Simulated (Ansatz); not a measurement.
# CH₄MoOS₂: a ladder of functionals and wavefunction methods

One table from this session's results is given with a row withheld; the runs are named, their logs left out.

The runs use Ansatz 0.2.0, Gaussian basis; functionals in def2-TZVPP, the program's frozen cores in correlated methods.

Plan: LDA (SPW92), PBE-D4, revPBE-D4, BLYP-D4, r2SCAN-D4, B97M-V, PBE0-D4, B3LYP-D4, r2SCANh-D4, r2SCAN0-D4, HSE06-D4, BHLYP-D4, CAM-B3LYP-D4, LC-ωPBE, ωB97X-V, ωB97M-V, B2PLYP, PBE-QIDH; CCSD(T)/def2-SVP; CCSD(T)/def2-TZVPP; MP2/def2-QZVPP; extrapolation to the limit; RPA on PBE.

## The geometry

An earlier PBE0-D4 in a triple-zeta def2 set relaxation fixed the geometry. Mo takes the def2 core potential; no spin-orbit term is included.

9 atoms, charge 0, spin multiplicity 1.

Atoms are counted from 1 here; the program's logs count them from 0.

Bond lengths: C1–Mo2 2.089 Å, C1–H6 1.094 Å, C1–H7 1.091 Å, C1–H8 1.093 Å, Mo2–O3 1.856 Å, Mo2–S4 2.095 Å, Mo2–S5 2.098 Å, O3–H9 0.962 Å. Angles: Mo2–C1–H6 107.7°, Mo2–C1–H7 111.3°, Mo2–C1–H8 108.4°, H6–C1–H7 109.5°, H6–C1–H8 110.4°, H7–C1–H8 109.6°, C1–Mo2–O3 108.3°, C1–Mo2–S4 104.6°, C1–Mo2–S5 104.5°, O3–Mo2–S4 114.6°, O3–Mo2–S5 113.1°, S4–Mo2–S5 110.9°, Mo2–O3–H9 123.2°.

The first run:

in.yaml reads:

```yaml
crystal:
  periodic: [false, false, false]
  atoms:
    - {symbol: C, position_ang: [-1.223986, 0.500387, -0.205386]}
    - {symbol: Mo, position_ang: [0.765106, -0.138024, -0.192148]}
    - {symbol: O, position_ang: [1.246861, -0.509269, 1.561319]}
    - {symbol: S, position_ang: [0.796723, -1.795447, -1.473670]}
    - {symbol: S, position_ang: [1.835633, 1.466740, -1.016671]}
    - {symbol: H, position_ang: [-1.294290, 1.380240, 0.440584]}
    - {symbol: H, position_ang: [-1.549269, 0.761167, -1.213100]}
    - {symbol: H, position_ang: [-1.848286, -0.308922, 0.183206]}
    - {symbol: H, position_ang: [1.360007, -1.403072, 1.898766]}
basis:
  gaussian: {orbitals: def2-TZVPP}
hamiltonian: {xc: lda}
output: {orbitals: {seedname: orbitals}}
```

Steps of the session up to this table: LDA; PBE-D4 (GGA); revPBE-D4 (GGA); BLYP-D4 (GGA); r2SCAN-D4 (meta-GGA); B97M-V (meta-GGA); PBE0-D4 (hybrid); B3LYP-D4 (hybrid); r2SCANh-D4 (hybrid); r2SCAN0-D4 (hybrid); HSE06-D4 (hybrid); BHLYP-D4 (hybrid); CAM-B3LYP-D4 (range-separated); LC-ωPBE-D4 (range-separated; the results give it without D4); ωB97X-V (range-separated); ωB97M-V (range-separated); B2PLYP (double hybrid); PBE-QIDH (double hybrid).

One table of the session follows, with a row left open; its other results are not shown here.

It belongs to the step «Orbital energies across the functionals». 

```
  functional  HOMO (eV)  LUMO (eV)  gap (eV)
 LDA (SPW92)      -6.29      -3.85      2.43
      PBE-D4      -6.15      -3.68      2.47
   revPBE-D4          ?          ?         ?
     BLYP-D4      -5.97      -3.54      2.43
   r2SCAN-D4      -6.40      -3.67      2.73
      B97M-V      -6.45      -3.62      2.84
     PBE0-D4      -7.24      -2.98      4.26
    B3LYP-D4      -7.00      -3.14      3.86
  r2SCANh-D4      -6.80      -3.39      3.41
  r2SCAN0-D4      -7.40      -2.98      4.43
    HSE06-D4      -6.85      -3.35      3.49
    BHLYP-D4      -8.17      -2.12      6.04
CAM-B3LYP-D4      -8.41      -1.94      6.47
     LC-ωPBE      -9.70      -0.97      8.73
     ωB97X-V      -9.37      -0.99      8.38
     ωB97M-V      -9.21      -0.98      8.24
```

Estimate the missing values for revPBE-D4.

As computed: HOMO (eV): -6.09; LUMO (eV): -3.61; gap (eV): 2.48. In the column «HOMO (eV)» it lies between PBE-D4 (-6.15) and BLYP-D4 (-5.97).
